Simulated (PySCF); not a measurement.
# C6H9F: magnetic properties

What do calculations give for the magnetic properties of C6H9F (`F[C@@H]1C[C@H]2C[C@@H]1C2`)?

Computed with PySCF 2.14.0 and routines of our own; the level stands in each step. Atoms count from 0.

## Step 1: The starting structure

16 atoms, charge 0, multiplicity 1; geometry from: GFN2-xTB.

## Step 2: Magnetic properties: GIAO B3LYP/pcSseg-1

What the job is given:

```
{"job": {"kind": "mag", "xc": "B3LYP", "basis": "pcSseg-1", "isotopologues": 2}, "charge": 0, "multiplicity": 1}
F     -2.273824    -0.572391     0.505983
C     -1.222354     0.316250     0.427143
C     -0.734192     0.496788    -1.025550
C      0.700364    -0.005576    -0.852075
C      1.110688     0.690255     0.456109
C      0.051935    -0.248442     1.055686
C      0.485350    -1.271347    -0.007490
H     -1.576514     1.238446     0.898712
H     -1.316730    -0.120490    -1.707794
H     -0.782343     1.533329    -1.355774
H      1.336761    -0.000297    -1.731775
H      2.120410     0.447769     0.775385
H      0.936764     1.762052     0.535640
H      0.012433    -0.490721     2.113166
H     -0.264578    -1.982160    -0.346228
H      1.408230    -1.784522     0.247452
```

With the program's defaults for keys left out, this is: GIAO B3LYP/pcSseg-1 magnetisability, rotational g tensor and spin-rotation constants, non-relativistic, gas phase.

Launch:

```console
> OMP_NUM_THREADS=1 python excited_run.py task.json out
```

One launch serves the whole session: the jobs run in the order shown.

The log of the run:

```text
coarse grid: 13184 points
cycle   1  E = -333.6945106865  dE =  1.019e+00  |g| = 5.745e-01  |ddm| = 3.506e+00
cycle   2  E = -333.6473986992  dE =  4.711e-02  |g| = 7.978e-01  |ddm| = 1.101e+00
cycle   3  E = -333.7602134658  dE = -1.128e-01  |g| = 5.441e-02  |ddm| = 6.583e-01
cycle   4  E = -333.7605534911  dE = -3.400e-04  |g| = 3.214e-02  |ddm| = 5.722e-02
cycle   5  E = -333.7607611478  dE = -2.077e-04  |g| = 7.017e-03  |ddm| = 3.290e-02
cycle   6  E = -333.7607698537  dE = -8.706e-06  |g| = 2.105e-03  |ddm| = 8.183e-03
final grid: 127200 points
cycle   7  E = -333.8242133934  dE = -4.740e-05  |g| = 1.017e-02  |ddm| = 3.932e-02
cycle   8  E = -333.8241830423  dE =  3.035e-05  |g| = 1.593e-02  |ddm| = 2.335e-02
cycle   9  E = -333.8242365216  dE = -5.348e-05  |g| = 8.336e-04  |ddm| = 1.435e-02
cycle  10  E = -333.8242366265  dE = -1.049e-07  |g| = 3.623e-04  |ddm| = 9.734e-04
cycle  11  E = -333.8242366483  dE = -2.183e-08  |g| = 4.180e-05  |ddm| = 2.854e-04
cycle  12  E = -333.8242366487  dE = -3.138e-10  |g| = 1.366e-05  |ddm| = 4.722e-05
converged SCF energy = -333.8242366487

Magnetisability tensor (1e-30 J/T^2)
    -1080.19     -105.35       19.27
     -105.35    -1166.16      -22.40
       19.27      -22.40    -1137.36
isotropic -1127.90   principal values   -1237.59  -1142.79  -1003.33
isotropic susceptibility -67.924 1e-6 cm^3/mol

Inertial axes            a          b          c
rot. const./GHz      4.8703     2.5937     2.4075
chi total           -67.016    -66.007    -70.749
chi diamagnetic    -357.143   -545.942   -581.184
chi paramagnetic    290.127    479.935    510.435
quadrupole/D A       -4.562      2.085      2.477
g nuclear            0.6477     0.5702     0.5689
g electronic        -0.6638    -0.5848    -0.5773
g total             -0.0161    -0.0146    -0.0084

Spin-rotation constants (kHz, H = +C I.J)
atom  isotope        aa         bb         cc
  0    19F        2.955      1.199      1.569
  7     1H       -0.412     -0.244      0.132
  8     1H       -0.394     -0.231     -0.048
  9     1H       -0.548     -0.041     -0.133
 10     1H       -0.163     -0.167     -0.193
 11     1H        0.012     -0.196     -0.288
 12     1H       -0.567     -0.226     -0.007
 13     1H       -0.518      0.080     -0.240
 14     1H       -0.232     -0.283     -0.081
 15     1H       -0.179     -0.153     -0.227
  1    13C*       1.159      0.754      0.685
  2    13C*       0.806      0.541      0.434
  3    13C*       0.836      0.520      0.429
  4    13C*       0.986      0.444      0.415
  5    13C*       1.026      0.454      0.481
  6    13C*       0.835      0.449      0.461
* in the singly substituted isotopologue

Isotopologues: g along a, b, c
2H    at 7,8,9,10,11,12    -0.0131    -0.0126    -0.0074
13C   at 1                 -0.0162    -0.0145    -0.0083
```

It took 21 s on 1 thread of Arm Neoverse V1, shared host; peak memory 0.77 GiB.

In short:

| quantity | value |
| --- | --- |
| magnetisability | -1128·10⁻³⁰ J/T² |
| molar susceptibility | -67.9·10⁻⁶ cm³/mol |
| rotational g (a, b, c) | -0.0161, -0.0146, -0.0084 |

## Step 3: Magnetic properties: GIAO LDA/6-31++G** in chloroform

The job, as its differences from that of step 2:

```diff
@@ -1,2 +1,2 @@
-{"job": {"kind": "mag", "xc": "B3LYP", "basis": "pcSseg-1", "isotopologues": 2}, "charge": 0, "multiplicity": 1}
+{"job": {"kind": "mag", "xc": "LDA", "basis": "6-31++G**", "scf": {"damp": 0.1}, "solvent": "chloroform"}, "charge": 0, "multiplicity": 1}
 F     -2.273824    -0.572391     0.505983
```

Method: GIAO LDA/6-31++G** magnetisability, non-relativistic, IEF-PCM chloroform.

The log of the run:

```text
damping 0.10 in the first 6 cycles
final grid: 127200 points
cycle   1  E = -330.9642388894  dE =  8.183e-01  |g| = 6.257e-01  |ddm| = 5.302e+00
cycle   2  E = -330.8700300438  dE =  9.421e-02  |g| = 9.096e-01  |ddm| = 1.258e+01
cycle   3  E = -330.6839543119  dE =  1.861e-01  |g| = 1.291e+00  |ddm| = 1.377e+01
cycle   4  E = -330.1249175097  dE =  5.590e-01  |g| = 2.002e+00  |ddm| = 3.358e+01
cycle   5  E = -329.3537538423  dE =  7.712e-01  |g| = 2.737e+00  |ddm| = 3.452e+01
cycle   6  E = -315.1101909088  dE =  1.424e+01  |g| = 6.608e+00  |ddm| = 1.098e+03
cycle   7  E = -294.6814175490  dE =  2.043e+01  |g| = 1.025e+01  |ddm| = 1.080e+03
cycle   8  E = -326.0809752231  dE = -3.140e+01  |g| = 4.526e+00  |ddm| = 2.873e+01
cycle   9  E = -330.0826029938  dE = -4.002e+00  |g| = 1.908e+00  |ddm| = 1.045e+01
cycle  10  E = -331.0141144834  dE = -9.315e-01  |g| = 4.494e-01  |ddm| = 6.459e+00
cycle  11  E = -331.0350276350  dE = -2.091e-02  |g| = 3.494e-01  |ddm| = 2.629e+00
cycle  12  E = -331.0599429613  dE = -2.492e-02  |g| = 1.288e-01  |ddm| = 1.072e+00
cycle  13  E = -331.0637152709  dE = -3.772e-03  |g| = 3.545e-02  |ddm| = 8.145e-01
cycle  14  E = -331.0639075151  dE = -1.922e-04  |g| = 1.785e-02  |ddm| = 1.438e-01
cycle  15  E = -331.0639677324  dE = -6.022e-05  |g| = 2.211e-03  |ddm| = 8.936e-02
cycle  16  E = -331.0639685030  dE = -7.707e-07  |g| = 1.225e-03  |ddm| = 6.250e-03
cycle  17  E = -331.0639688653  dE = -3.622e-07  |g| = 1.366e-04  |ddm| = 5.220e-03
cycle  18  E = -331.0639688697  dE = -4.423e-09  |g| = 3.017e-05  |ddm| = 7.797e-04
cycle  19  E = -331.0639688698  dE = -8.811e-11  |g| = 2.355e-05  |ddm| = 1.392e-04
converged SCF energy = -331.0639688698

Magnetisability tensor (1e-30 J/T^2)
    -1079.50     -118.50       16.55
     -118.50    -1186.03      -30.15
       16.55      -30.15    -1142.49
isotropic -1136.01   principal values   -1264.93  -1146.57   -996.52
isotropic susceptibility -68.412 1e-6 cm^3/mol

Inertial axes            a          b          c
rot. const./GHz      4.8703     2.5937     2.4075
chi total           -67.120    -66.030    -72.085
chi diamagnetic    -356.701   -546.051   -581.209
chi paramagnetic    289.581    480.021    509.124
quadrupole/D A       -5.139      2.444      2.694
```

Wall time 19 s (1 thread of Arm Neoverse V1, shared host); peak memory 0.72 GiB.

From this job:

| quantity | value |
| --- | --- |
| magnetisability | -1136·10⁻³⁰ J/T² |
| molar susceptibility | -68.4·10⁻⁶ cm³/mol |

## Step 4: Results

| quantity | value |
| --- | --- |
| magnetisability (step 2, GIAO B3LYP/pcSseg-1) | -1128·10⁻³⁰ J/T² |
| molar susceptibility (step 2, GIAO B3LYP/pcSseg-1) | -67.9·10⁻⁶ cm³/mol |
| rotational g (a, b, c) (step 2, GIAO B3LYP/pcSseg-1) | -0.0161, -0.0146, -0.0084 |

In words: The values above hold for this geometry and these levels alone. Vibrational averaging and real surroundings are missing from these values.
